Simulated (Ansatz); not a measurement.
# C₂H₁₀Ge (built from SMILES C[CH2][GeH3].[H][H]): search for a transition state, part 1 of 2

Aim: find the saddle point of a four-centre ligand exchange that is to form Ge1–H8, C2–H7 and break Ge1–C2, H7–H8, prove it by its vibrations, and relax downhill on both sides to see what it joins.

The runs use Ansatz 0.2.0, Gaussian basis; PBE0-D4, def2-SVP first, then def2-TZVP.

152 further runs of the same task are left out: 152 set aside as unsound or not needed. Runs told in other sessions of the task aren't counted.

## (1) Where the work starts

The guess: 13 atoms, charge 0, spin multiplicity 1.

Atoms are counted from 1 here; the program's logs count them from 0.

Bond lengths: Ge1–C2 2.361 Å, Ge1–H4 1.549 Å, Ge1–H5 1.491 Å, Ge1–H6 1.491 Å, Ge1–H7 1.680 Å, C2–C3 1.527 Å, C2–H7 1.348 Å, C2–H9 1.094 Å, C2–H10 1.094 Å, C3–H11 1.089 Å, C3–H12 1.090 Å, C3–H13 1.089 Å. Angles: C2–Ge1–H4 91.4°, C2–Ge1–H5 114.4°, C2–Ge1–H6 114.6°, C2–Ge1–H7 34.0°, H4–Ge1–H5 106.5°, H4–Ge1–H6 106.5°, H4–Ge1–H7 125.4°, H5–Ge1–H6 118.9°, H5–Ge1–H7 100.3°, H6–Ge1–H7 100.4°, Ge1–C2–C3 100.4°, Ge1–C2–H7 44.1°, Ge1–C2–H9 116.0°, Ge1–C2–H10 115.7°, C3–C2–H7 144.5°, C3–C2–H9 107.8°, C3–C2–H10 107.8°, H7–C2–H9 92.2° and more.

Coordinates:

```xyz
13
charge 0, multiplicity 1
Ge   -0.6983    0.0429    1.3686
C     0.5283   -0.4456   -0.5893
C     0.2630    0.8197   -1.4024
H    -1.1274    1.4188    0.8020
H    -1.9470   -0.7565    1.5285
H     0.1378    0.3234    2.5713
H     0.2744   -1.0742    0.5761
H     0.1809   -1.8968    1.6222
H     0.1750   -1.2987   -1.1753
H     1.6101   -0.5393   -0.4599
H     0.6313    1.7046   -0.8858
H     0.7729    0.7515   -2.3638
H    -0.8010    0.9504   -1.5920
```

Distances that are to change: Ge1–H8 2.14 Å, C2–H7 1.35 Å, Ge1–C2 2.36 Å, H7–H8 1.33 Å.

## (2) Relaxing the guess with the reacting distances held

The input, hold/in.yaml:

```yaml
crystal:
  periodic: [false, false, false]
  atoms:
    - {symbol: Ge, position_ang: [-0.698300, 0.042900, 1.368600]}
    - {symbol: C, position_ang: [0.528300, -0.445600, -0.589300]}
    - {symbol: C, position_ang: [0.263000, 0.819700, -1.402400]}
    - {symbol: H, position_ang: [-1.127400, 1.418800, 0.802000]}
    - {symbol: H, position_ang: [-1.947000, -0.756500, 1.528500]}
    - {symbol: H, position_ang: [0.137800, 0.323400, 2.571300]}
    - {symbol: H, position_ang: [0.274400, -1.074200, 0.576100]}
    - {symbol: H, position_ang: [0.180900, -1.896800, 1.622200]}
    - {symbol: H, position_ang: [0.175000, -1.298700, -1.175300]}
    - {symbol: H, position_ang: [1.610100, -0.539300, -0.459900]}
    - {symbol: H, position_ang: [0.631300, 1.704600, -0.885800]}
    - {symbol: H, position_ang: [0.772900, 0.751500, -2.363800]}
    - {symbol: H, position_ang: [-0.801000, 0.950400, -1.592000]}
basis:
  gaussian: {orbitals: def2-SVP}
hamiltonian: {xc: pbe0, dispersion: d4}
relax: {f_tol: 0.04, max_steps: 150, escape_saddle: false, constraints: [{distance: [0, 7]}, {distance: [1, 6]}, {distance: [0, 1]}, {distance: [6, 7]}]}
```

The run is started by

```bash
ansatz run in.yaml --threads 8 --pin off --events-out ev --progress --plain --max-ram 19148MiB
```

The log of the run (excerpt; [...] marks lines left out):

```text
Functional definition: PBE0
  name "PBE0"
  cite "Adamo & Barone, J. Chem. Phys. 110, 6158 (1999) doi:10.1063/1.478522"
  cite "Perdew, Burke & Ernzerhof, Phys. Rev. Lett. 77, 3865 (1996) doi:10.1103/PhysRevLett.77.3865"
  parent pbe
[...]
1227 factors; integrals over basis functions are off by at most 3.4e-4 eV
[...]
mean field -58732.04462460 eV, -2158.3628299442 hartree, gradient 1.6e-5 eV, S^2 0.000000; 0 other end points of the search recorded, 0 dependent functions left out
[...]
reference -58732.04465483 eV, -2158.3628310554 hartree; 27, 27 occupied and 83, 83 virtual orbitals, 1227 factors
relax step   1: F+E_penalty+E_count = -58732.23963159 eV  Δ(F+E_penalty+E_count) = +0.000e0 eV  max|allowed force component| = 7.317e-1 eV/Å  Δτ_max = 0.0000 Å  (26 SCF iters, accepted)
[...]
relax step   4: F+E_penalty+E_count = -58732.35864668 eV  Δ(F+E_penalty+E_count) = -1.130e-3 eV  max|allowed force component| = 8.010e-2 eV/Å  Δτ_max = 0.0089 Å  (23 SCF iters, accepted)
[...]
relax step   5: F+E_penalty+E_count = -58732.35885243 eV  Δ(F+E_penalty+E_count) = -2.057e-4 eV  max|allowed force component| = 1.165e-2 eV/Å  Δτ_max = 0.0096 Å  (22 SCF iters, accepted)
  distance Ge 0 - H 7 held at 2.144701 Å   reaction = +5.1081e-1 eV/Å
  distance C 1 - H 6 held at 1.348243 Å   reaction = -2.7388e-1 eV/Å
  distance Ge 0 - C 1 held at 2.361472 Å   reaction = +1.0322e-2 eV/Å
[...]
mean field -58732.16394732 eV, -2158.3672149734 hartree, gradient 1.5e-5 eV, S^2 0.000000; 1 other end points of the search recorded, 0 dependent functions left out
[...]
reference -58732.16397749 eV, -2158.3672160823 hartree; 27, 27 occupied and 83, 83 virtual orbitals, 1227 factors
Total energy: -58732.35888260 eV, -2158.3743787130 hartree
Atom 0 at    -0.689840     0.017849     1.382890 Å, force     0.205853    -0.471566     0.039078 eV/Å
Atom 1 at     0.521657    -0.424073    -0.595376 Å, force     0.046892     0.148528    -0.218126 eV/Å
Atom 2 at     0.254155     0.834241    -1.403395 Å, force    -0.002124    -0.004825     0.010747 eV/Å
Atom 3 at    -1.072322     1.394008     0.725347 Å, force     0.000662     0.005204     0.000330 eV/Å
Atom 4 at    -2.004549    -0.757700     1.541873 Å, force     0.005657     0.010774     0.001115 eV/Å
Atom 5 at     0.152881     0.357643     2.619700 Å, force    -0.003555    -0.008077    -0.008828 eV/Å
Atom 6 at     0.305605    -1.108608     0.545893 Å, force    -0.127897    -0.695046     0.935343 eV/Å
Atom 7 at     0.196949    -1.923179     1.596801 Å, force    -0.126157     1.016151    -0.757906 eV/Å
Atom 8 at     0.160898    -1.319832    -1.130506 Å, force     0.003542    -0.002420     0.007859 eV/Å
Atom 9 at     1.602123    -0.551463    -0.408746 Å, force    -0.000526    -0.004763    -0.003653 eV/Å
Atom 10 at     0.617672     1.739079    -0.894456 Å, force    -0.001900    -0.000475    -0.006296 eV/Å
Atom 11 at     0.772240     0.764672    -2.373649 Å, force    -0.004110     0.004599     0.002683 eV/Å
Atom 12 at    -0.817469     0.977562    -1.606177 Å, force     0.003663     0.001914    -0.002347 eV/Å
Dipole moment:    -0.005194     0.320515    -0.319334 e Å
```

Wall time 6 s (8 threads of Arm Neoverse V1, shared host).

Along the way:

```
step  energy from step 1 (eV)  largest force component (eV/Å)
   1                   0.0000                          0.7317
   2                  -0.1018                          0.3361
   3                  -0.1179                          0.1666
   4                  -0.1190                          0.0801
   5                  -0.1192                          0.0116
```

Distances of close pairs at the start and the end, largest changes first:

```
  bond  before (Å)  after (Å)  change (Å)
Ge1–H5       1.491      1.535      +0.043
Ge1–H6       1.491      1.535      +0.043
Ge1–H7       1.680      1.721      +0.041
Ge1–H4       1.549      1.572      +0.024
C3–H12       1.090      1.102      +0.012
C3–H13       1.089      1.100      +0.011
C3–H11       1.089      1.100      +0.011
 C2–H9       1.094      1.104      +0.010
```

## (3) A starting Hessian

The input, hessian/in.yaml:

```yaml
crystal:
  periodic: [false, false, false]
  atoms:
    - {symbol: Ge, position_ang: [-0.689840, 0.017849, 1.382890]}
    - {symbol: C, position_ang: [0.521657, -0.424073, -0.595376]}
    - {symbol: C, position_ang: [0.254155, 0.834241, -1.403395]}
    - {symbol: H, position_ang: [-1.072322, 1.394008, 0.725347]}
    - {symbol: H, position_ang: [-2.004549, -0.757700, 1.541873]}
    - {symbol: H, position_ang: [0.152881, 0.357643, 2.619700]}
    - {symbol: H, position_ang: [0.305605, -1.108608, 0.545893]}
    - {symbol: H, position_ang: [0.196949, -1.923179, 1.596801]}
    - {symbol: H, position_ang: [0.160898, -1.319832, -1.130506]}
    - {symbol: H, position_ang: [1.602123, -0.551463, -0.408746]}
    - {symbol: H, position_ang: [0.617672, 1.739079, -0.894456]}
    - {symbol: H, position_ang: [0.772240, 0.764672, -2.373649]}
    - {symbol: H, position_ang: [-0.817469, 0.977562, -1.606177]}
basis:
  gaussian: {orbitals: def2-SVP}
hamiltonian: {xc: pbe0, dispersion: d4}
phonons: {}
scf: {lower_state_search: off}
```

The run is started by

```bash
ansatz run in.yaml --threads 8 --pin off --events-out ev --progress --plain --max-ram 19148MiB
```

The log of the run (excerpt; [...] marks lines left out):

```text
[... 5 set-up lines as earlier in the session ...]
[...]
1228 factors; integrals over basis functions are off by at most 4.6e-4 eV
[...]
mean field -58732.16394048 eV, -2158.3672147221 hartree, gradient 4.4e-6 eV, S^2 0.000000; 0 other end points of the search recorded, 0 dependent functions left out
[...]
reference -58732.16397065 eV, -2158.3672158307 hartree; 27, 27 occupied and 83, 83 virtual orbitals, 1228 factors
[... from here to the last solve, the lines of the solves are left out (77 solves) ...]
1228 factors; integrals over basis functions are off by at most 4.6e-4 eV
mean field -58732.16393704 eV, -2158.3672145958 hartree, gradient 1.0e-6 eV, S^2 0.000000; 0 other end points of the search recorded, 0 dependent functions left out
[...]
WARN: phonons: modes at or below zero, which the zero-point energy, F, S and C_V leave out: 2, the lowest at -1712.10 cm⁻¹. A minimum has none, and a first-order saddle one
[...]
Atom 7 at     0.196949    -1.923179     1.596801 Å, force    -0.126158     1.016148    -0.757906 eV/Å
Atom 8 at     0.160898    -1.319832    -1.130506 Å, force     0.003545    -0.002409     0.007854 eV/Å
Atom 9 at     1.602123    -0.551463    -0.408746 Å, force    -0.000543    -0.004753    -0.003666 eV/Å
Atom 10 at     0.617672     1.739079    -0.894456 Å, force    -0.001896    -0.000465    -0.006302 eV/Å
Atom 11 at     0.772240     0.764672    -2.373649 Å, force    -0.004108     0.004600     0.002680 eV/Å
Atom 12 at    -0.817469     0.977562    -1.606177 Å, force     0.003693     0.001912    -0.002341 eV/Å
Dipole moment:    -0.005194     0.320515    -0.319333 e Å
Vibrations: -1712.10 -160.87 123.34 248.82 256.03 450.75 643.50 662.44 748.72 768.84 815.09 906.30 934.64 951.06 952.36 989.13 1116.70 1136.34 1170.87 1323.55 1386.34 1422.45 1460.05 1466.78 1856.39 1989.43 2156.64 2188.64 3054.28 3056.63 3133.18 3144.79 3166.46 cm⁻¹, zero-point energy 2.707848 eV
Checks for a lower state left out: stability, starts, cluster_reference, orbital_swaps, neighbouring_geometries, increment
```

It took 54 s on 8 threads of Arm Neoverse V1, shared host.

The structure is not stationary yet, so these wavenumbers are no spectrum; the search needs only the force constants.

## (4) Saddle search in the small basis

The search itself is an outer loop (partitioned rational-function steps, Bofill update of the Hessian). Each step is one single-point run with forces. It stops when the largest force is under 0.04 eV/Å and the followed curvature is negative. The first step's input:

The input, presaddle/in.yaml:

```yaml
crystal:
  periodic: [false, false, false]
  atoms:
    - {symbol: Ge, position_ang: [-0.689840, 0.017849, 1.382890]}
    - {symbol: C, position_ang: [0.521657, -0.424073, -0.595376]}
    - {symbol: C, position_ang: [0.254155, 0.834241, -1.403395]}
    - {symbol: H, position_ang: [-1.072322, 1.394008, 0.725347]}
    - {symbol: H, position_ang: [-2.004549, -0.757700, 1.541873]}
    - {symbol: H, position_ang: [0.152881, 0.357643, 2.619700]}
    - {symbol: H, position_ang: [0.305605, -1.108608, 0.545893]}
    - {symbol: H, position_ang: [0.196949, -1.923179, 1.596801]}
    - {symbol: H, position_ang: [0.160898, -1.319832, -1.130506]}
    - {symbol: H, position_ang: [1.602123, -0.551463, -0.408746]}
    - {symbol: H, position_ang: [0.617672, 1.739079, -0.894456]}
    - {symbol: H, position_ang: [0.772240, 0.764672, -2.373649]}
    - {symbol: H, position_ang: [-0.817469, 0.977562, -1.606177]}
basis:
  gaussian: {orbitals: def2-SVP}
hamiltonian: {xc: pbe0, dispersion: d4}
output: {forces: true}
scf: {lower_state_search: off}
```

The run is started by

```bash
ansatz run in.yaml --threads 8 --pin off --events-out ev --progress --plain --max-ram 19148MiB
```

The driver's record:

```
step   energy (eV)  largest force (eV/Å)  followed curvature (eV/Å²)
   1  -58732.35886                1.0162                      -16.50
   2  -58732.52787                0.4757                      -16.44
   3  -58732.55168                0.2890                      -16.46
   4  -58732.56159                0.0788                      -16.79
   5  -58732.56226                0.0471                      -16.88
   6  -58732.56461                0.0344                      -16.86
```

The 6 steps took 4.7 s in all (8 threads of Arm Neoverse V1, shared host).

## (5) Saddle search in triple zeta

The search itself is an outer loop (partitioned rational-function steps, Bofill update of the Hessian). Each step is one single-point run with forces. It stops when the largest force is under 0.018 eV/Å and the followed curvature is negative. The first step's input:

The input, saddle/in.yaml:

```yaml
crystal:
  periodic: [false, false, false]
  atoms:
    - {symbol: Ge, position_ang: [-0.669316, -0.025938, 1.426088]}
    - {symbol: C, position_ang: [0.573746, -0.427749, -0.615069]}
    - {symbol: C, position_ang: [0.241777, 0.811418, -1.422153]}
    - {symbol: H, position_ang: [-0.984924, 1.369410, 0.764559]}
    - {symbol: H, position_ang: [-2.043993, -0.698169, 1.614166]}
    - {symbol: H, position_ang: [0.170856, 0.285868, 2.678171]}
    - {symbol: H, position_ang: [0.249168, -1.156576, 0.547501]}
    - {symbol: H, position_ang: [0.049310, -1.744325, 1.492748]}
    - {symbol: H, position_ang: [0.285684, -1.345171, -1.163703]}
    - {symbol: H, position_ang: [1.655389, -0.493013, -0.398859]}
    - {symbol: H, position_ang: [0.552203, 1.732914, -0.905255]}
    - {symbol: H, position_ang: [0.757944, 0.789876, -2.396000]}
    - {symbol: H, position_ang: [-0.837844, 0.901655, -1.621994]}
basis:
  gaussian: {orbitals: def2-TZVP}
hamiltonian: {xc: pbe0, dispersion: d4}
output: {forces: true}
scf: {lower_state_search: off}
```

The run is started by

```bash
ansatz run in.yaml --threads 8 --pin off --events-out ev --progress --plain --max-ram 19148MiB
```

The driver's record:

```
step   energy (eV)  largest force (eV/Å)  followed curvature (eV/Å²)
   1  -58742.08234                0.2868                      -16.86
   2  -58742.09365                0.0757                      -16.85
   3  -58742.10360                0.1503                      -16.83
   4  -58742.12099                0.2342                      -16.78
   5  -58742.12507                0.7587                      -16.72
   6  -58742.10396                0.9722                      -16.67
   7  -58742.16164                0.4665                      -16.63
   8  -58742.18150                0.3183                      -16.67
   9  -58742.19513                0.2364                      -16.64
  10  -58742.20672                0.3336                      -16.62
  11  -58742.22124                0.2427                      -16.57
  12  -58742.22503                0.2792                      -16.50
  13  -58742.23032                0.2624                      -16.68
  14  -58742.23132                0.4183                      -16.59
  15  -58742.23671                0.2499                      -16.53
  16  -58742.23584                0.4857                      -17.88
  17  -58742.23955                0.2568                      -16.46
  18  -58742.24116                0.1567                      -16.06
  19  -58742.24199                0.1121                      -15.87
  20  -58742.24260                0.0955                      -15.75
  21  -58742.24273                0.1135                      -15.31
  22  -58742.24249                0.0774                      -14.97
  23  -58742.24243                0.1265                      -15.33
  24  -58742.24310                0.1130                      -15.30
  25  -58742.24346                0.1036                      -15.30
  26  -58742.24368                0.1343                      -15.35
  27  -58742.24405                0.0930                      -15.35
  28  -58742.24383                0.0787                      -15.27
  29  -58742.24389                0.0527                      -15.33
  30  -58742.24431                0.0173                      -15.34
```

The 30 steps took 34 s in all (8 threads of Arm Neoverse V1, shared host).

The point found:

```xyz
13

Ge   -0.4499    0.0260    1.4766
C     0.7382   -0.2521   -0.4727
C    -0.0086    0.5747   -1.4972
H     0.0371    1.5226    1.2961
H    -1.9793    0.1031    1.3591
H     0.1925   -0.4534    2.7862
H     0.0087   -1.1395    0.3004
H    -0.6287   -1.7964    1.0147
H     1.0841   -1.2062   -0.9017
H     1.6207    0.2422   -0.0605
H    -0.3394    1.5268   -1.0732
H     0.6157    0.8086   -2.3639
H    -0.8911    0.0440   -1.8638
```

Followed mode, largest move set to 1: H7 (0.30, 0.81, -0.51); Ge1 (-0.11, -0.29, 0.33); H8 (-0.15, 0.18, 0.30); H4 (0.06, -0.28, -0.08).

## (6) Vibrations at the point found

The input, vib/in.yaml:

```yaml
crystal:
  periodic: [false, false, false]
  atoms:
    - {symbol: Ge, position_ang: [-0.449896, 0.026016, 1.476593]}
    - {symbol: C, position_ang: [0.738151, -0.252130, -0.472663]}
    - {symbol: C, position_ang: [-0.008560, 0.574657, -1.497155]}
    - {symbol: H, position_ang: [0.037129, 1.522555, 1.296133]}
    - {symbol: H, position_ang: [-1.979276, 0.103058, 1.359067]}
    - {symbol: H, position_ang: [0.192478, -0.453410, 2.786158]}
    - {symbol: H, position_ang: [0.008680, -1.139546, 0.300408]}
    - {symbol: H, position_ang: [-0.628713, -1.796360, 1.014725]}
    - {symbol: H, position_ang: [1.084145, -1.206202, -0.901699]}
    - {symbol: H, position_ang: [1.620732, 0.242231, -0.060507]}
    - {symbol: H, position_ang: [-0.339406, 1.526754, -1.073215]}
    - {symbol: H, position_ang: [0.615670, 0.808581, -2.363873]}
    - {symbol: H, position_ang: [-0.891133, 0.043995, -1.863773]}
basis:
  gaussian: {orbitals: def2-TZVP}
hamiltonian: {xc: pbe0, dispersion: d4}
phonons: {temperatures: {t_min: 298.15, t_max: 900, t_step: 200}}
```

The run is started by

```bash
ansatz run in.yaml --threads 8 --pin off --events-out ev --progress --plain --max-ram 19148MiB
```

The log of the run (excerpt; [...] marks lines left out):

```text
[... 5 set-up lines as earlier in the session ...]
[...]
1201 factors; their error is unknown
[...]
mean field -58742.05216351 eV, -2158.7306002161 hartree, gradient 1.5e-5 eV, S^2 0.000000; 0 other end points of the search recorded, 0 dependent functions left out
[...]
reference -58742.05219603 eV, -2158.7306014110 hartree; 27, 27 occupied and 143, 143 virtual orbitals, 1201 factors
[... from here to the last solve, the lines of the solves are left out (77 solves) ...]
1201 factors; their error is unknown
mean field -58742.05216214 eV, -2158.7306001656 hartree, gradient 1.8e-6 eV, S^2 0.000000; 0 other end points of the search recorded, 0 dependent functions left out
[...]
WARN: phonons: modes at or below zero, which the zero-point energy, F, S and C_V leave out: 1, the lowest at -1848.18 cm⁻¹. A minimum has none, and a first-order saddle one
[...]
Atom 5 at     0.192478    -0.453410     2.786158 Å, force    -0.000832    -0.006566    -0.000319 eV/Å
Atom 6 at     0.008680    -1.139546     0.300408 Å, force    -0.010953    -0.002728     0.012388 eV/Å
Atom 7 at    -0.628713    -1.796360     1.014725 Å, force     0.002787    -0.000714    -0.006648 eV/Å
Atom 8 at     1.084145    -1.206202    -0.901699 Å, force    -0.003941    -0.004416     0.002500 eV/Å
Atom 9 at     1.620732     0.242231    -0.060507 Å, force     0.009678     0.006630    -0.003339 eV/Å
Atom 10 at    -0.339406     1.526754    -1.073215 Å, force     0.001138     0.008888     0.003985 eV/Å
Atom 11 at     0.615670     0.808581    -2.363873 Å, force     0.002381    -0.004271    -0.001761 eV/Å
Atom 12 at    -0.891133     0.043995    -1.863773 Å, force    -0.012227    -0.007789    -0.005217 eV/Å
Dipole moment:     0.134826     0.124314    -0.167963 e Å
Vibrations: -1848.18 136.28 151.17 224.07 233.92 395.67 647.43 697.56 782.98 795.66 861.22 898.10 952.59 974.48 1025.80 1076.90 1170.53 1233.85 1319.10 1387.63 1408.15 1424.67 1484.23 1500.74 1841.22 1911.25 2137.03 2167.20 3006.38 3039.77 3101.57 3106.13 3120.15 cm⁻¹, zero-point energy 2.740884 eV
```

Wall time 80 s (8 threads of Arm Neoverse V1, shared host).

Wavenumbers and character of the modes:

```
mode  wavenumber (cm⁻¹)               character
   1              1848i    changes C2–H7, H7–H8
   2                136       bend with torsion
   3                151                 torsion
   4                224                 torsion
   5                234       bend with torsion
   6                396            Ge–C stretch
   7                647  wag or twist with bend
   8                698                    bend
   9                783  wag or twist with bend
  10                796  bend with wag or twist
  11                861                    bend
  12                898  bend with wag or twist
  13                953                    bend
  14                974  bend with wag or twist
  15               1026             C–C stretch
  16               1077  bend with Ge–H stretch
  17               1171                    bend
  18               1234                    bend
  19               1319                    bend
  20               1388  bend with Ge–H stretch
  21               1408                    bend
  22               1425                    bend
  23               1484                    bend
  24               1501                    bend
  25               1841            Ge–H stretch
  26               1911            Ge–H stretch
  27               2137            Ge–H stretch
  28               2167            Ge–H stretch
  29               3006             C–H stretch
  30               3040             C–H stretch
  31               3102             C–H stretch
  32               3106             C–H stretch
  33               3120             C–H stretch
```

Vibrational sums (real modes only):

```
T (K)  entropy (J/mol/K)  heat capacity (J/mol/K)
  298               51.2                     65.3
  498               96.9                    115.2
  698              142.1                    152.7
  898              184.0                    179.4
```

(Continued in part 2 of 2.)
